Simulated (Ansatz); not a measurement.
This script drives Ansatz's Python interface.

`ch6f2si2_opt.py`:
```python
"""Relax the CH6F2Si2 molecule."""

import itertools
import logging
import sys

import ansatz as az
from ase.data import atomic_numbers, covalent_radii
import numpy as np

logging.basicConfig(stream=sys.stdout, format="%(levelname)s:%(name)s:%(message)s")
logger = logging.getLogger("run")
logger.setLevel(logging.INFO)

params = {
    "basis": "6-31G*",
    "xc": "pbe0",
}

molecule = (
    az.Crystal.molecule()
    .atom("F", (0.8418, -1.1545, 1.4151))
    .atom("C", (0.3227, -0.721, 0.1831))
    .atom("F", (0.5047, -1.7699, -0.6688))
    .atom("Si", (-1.3804, -0.3053, 0.2724))
    .atom("Si", (1.2261, 0.7548, -0.4212))
    .atom("H", (-1.7422, 0.8223, 1.2125))
    .atom("H", (-1.9959, 0.0826, -1.0399))
    .atom("H", (-2.2324, -1.4522, 0.7417))
    .atom("H", (1.0608, 1.9499, 0.5458))
    .atom("H", (2.6939, 0.5292, -0.4871))
    .atom("H", (0.7662, 1.2072, -1.7329))
)

setup = (
    molecule.calculation()
    .basis(gaussian=params["basis"])  # atom-centred Gaussian functions
    .functional(params["xc"])
)
symbols = [site.symbol for site in molecule.cartesian_sites]
start = np.array([site.position_ang for site in molecule.cartesian_sites], dtype=float)
data = setup.relax(force_tolerance=0.005).run(threads=1, pin="off").report
end = np.array(data["positions_ang"])

for key in ("converged", "free_energy_ev", "reference_energy_ev", "n_frozen", "n_occupied", "n_virtual"):
    logger.info(f"{key:22s} {data[key]}")

# pairs closer than 1.2 times the sum of covalent radii, before or after
radius = [covalent_radii[atomic_numbers[s]] for s in symbols]
span = lambda where, i, j: np.linalg.norm(where[i] - where[j])
bonded = [(i, j) for i, j in itertools.combinations(range(len(symbols)), 2) if min(span(start, i, j), span(end, i, j)) < 1.2 * (radius[i] + radius[j])]
logger.info("pair        before    after (A)")
for i, j in bonded:
    print(f"{symbols[i]}{i}-{symbols[j]}{j}".ljust(10), f"{span(start, i, j):8.4f} {span(end, i, j):8.4f}")
with open("ch6f2si2_opt.xyz", "w") as handle:
    handle.write(f"{len(symbols)}\nrelaxed CH6F2Si2\n")
    handle.writelines(f"{s:2s} {x:11.6f} {y:11.6f} {z:11.6f}\n" for s, (x, y, z) in zip(symbols, end))
```

It is started by `python ch6f2si2_opt.py`. How long does it take on 1 thread of Intel(R) Xeon(R) 6975P-C (Granite Rapids), on a shared host, and how much memory does it need?

It took about 27 s, with a peak of 0.29 GiB, for 1 run of the engine.

```console
$ python ch6f2si2_opt.py
INFO:run:converged              True
INFO:run:free_energy_ev         -22308.481093336417
INFO:run:reference_energy_ev    -22308.481093336417
INFO:run:n_frozen               0
INFO:run:n_occupied             [29, 29]
INFO:run:n_virtual              [66, 66]
INFO:run:pair        before    after (A)
F0-C1        1.4054   1.3848
C1-F2        1.3635   1.3849
C1-Si3       1.7554   1.9197
C1-Si4       1.8328   1.9197
Si3-H5       1.5120   1.4873
Si3-H6       1.5005   1.4873
Si3-H7       1.5038   1.4851
Si4-H8       1.5462   1.4873
Si4-H9       1.4865   1.4851
Si4-H10      1.4618   1.4873
```

`ch6f2si2_opt.xyz`, as written:
```text
11
relaxed CH6F2Si2
F     0.760220   -1.005161    1.394975
C     0.287225   -0.607027    0.155806
F     0.495461   -1.666348   -0.711628
Si   -1.609574   -0.358036    0.315617
Si    1.387073    0.849274   -0.439851
H    -1.873723    0.734174    1.289985
H    -2.163208    0.004686   -1.016266
H    -2.200850   -1.633809    0.793517
H     1.242106    1.984640    0.509891
H     2.794641    0.376719   -0.472994
H     0.945931    1.263989   -1.798350
```

The settings weren't tested for convergence. The end point is the stationary point reached from this start; no frequency run checks that it is a minimum, and the basis set is modest.

(Lines on the test bed's own set-up are left out of the output.)
